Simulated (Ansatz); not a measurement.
# RbTi (CsCl type): how the settings move a single-point run

How sensitive is a single-point run of RbTi (CsCl type) to its settings? A reference run comes first, then one run with altered input.

Program: Ansatz 0.2.0. Level of theory: reference: DFT, PBEsol, all-electron LAPW, scalar-relativistic. These are calculated values, not measurements.

**1. The system as given**

It takes space group Pm-3m (No. 221, cubic). The conventional cell has a = 4.059 Å, b = 4.059 Å, c = 4.059 Å, α = 90.00°, β = 90.00°, γ = 90.00°. Around Rb (site symmetry m-3m) lie 8 Ti at 3.52 Å. Around Ti (site symmetry m-3m) lie 8 Rb at 3.52 Å.

Coordinates:

```cif
data_structure
_symmetry_space_group_name_H-M 'P 1'
_symmetry_Int_Tables_number 1
_cell_length_a 4.0591
_cell_length_b 4.0591
_cell_length_c 4.0591
_cell_angle_alpha 90.000
_cell_angle_beta 90.000
_cell_angle_gamma 90.000
_cell_volume 66.88
loop_
_atom_site_label
_atom_site_type_symbol
_atom_site_fract_x
_atom_site_fract_y
_atom_site_fract_z
_atom_site_occupancy
Rb1 Rb 0.00000 0.00000 0.00000 1
Ti1 Ti 0.50000 0.50000 0.50000 1
```

**2. Baseline**

input.yaml reads:

```yaml
crystal:
  lattice:
    - [4.0591001343, 0.0, 0.0]
    - [0.0, 4.0591001343, 0.0]
    - [0.0, 0.0, 4.0591001343]
  atoms:
    - { symbol: Rb, position: [0.0, 0.0, 0.0] }
    - { symbol: Ti, position: [0.5, 0.5, 0.5] }
kpoints:
  mp_grid: { grid: [10, 10, 10] }
scf:
  occupations: { method: fermi_dirac, width: 0.03 }
hamiltonian:
  xc: pbesol
  pseudopotentials: { kind: all_electron, lapw: { basis_error: 0.0005 } }
output:
  forces: true
  stress: true
  eigenvalues: true
```

The run is started by

```sh
$ ansatz run input.yaml --threads 1 --pin off --max-ram 2048MiB --backend cpu --events-out ev --progress --plain --runs-dir out
```

**3. Changed: mp_grid.shift [0.5, 0.5, 0.5]**

input.yaml: that of step 2 with these lines changed.

```diff
@@ -9,3 +9,3 @@
 kpoints:
-  mp_grid: { grid: [10, 10, 10] }
+  mp_grid: { grid: [10, 10, 10], shift: [0.5, 0.5, 0.5] }
 scf:
```

**Question.** What will these runs give? Wanted: for each run, ending; energy change; pressure; gap; force.

The runs gave:

| run | ending | energy change | pressure (GPa) | gap (eV) | force (eV/Å) | cycles | time |
| --- | --- | --- | --- | --- | --- | --- | --- |
| reference | converged | 0 | -0.5 | 0.00 | 0.00 | 11 | 30 s |
| 1: mp_grid.shift [0.5, 0.5, 0.5] | converged | +2.0 meV/atom | -0.6 | 0.00 | 0.00 | 11 | 21 s |

Residual by cycle in the longest SCF loop of each run; runs are numbered as in the table. The quantity is the density residual dr2, in eV.

| cycle | reference | run 1 |
| --- | --- | --- |
| 1 | 0.118 | 0.117 |
| 2 | 0.0439 | 0.0459 |
| 3 | 0.0665 | 0.0659 |
| 4 | 0.0132 | 0.0125 |
| 5 | 0.00371 | 0.00393 |
| 6 | 5.2e-4 | 5.5e-4 |
| 7 | 9.8e-5 | 1.0e-4 |
| 8 | 1.3e-6 | 1.2e-6 |
| 9 | 6.9e-7 | 8.0e-7 |
| 10 | 1.1e-7 | 1.2e-7 |
| 11 | 3.3e-9 | 2.5e-9 |

What this shows: Changing the k-point mesh moves the energy by +2.0 meV/atom. The energy is not variational in the mesh, so the sign tells nothing.
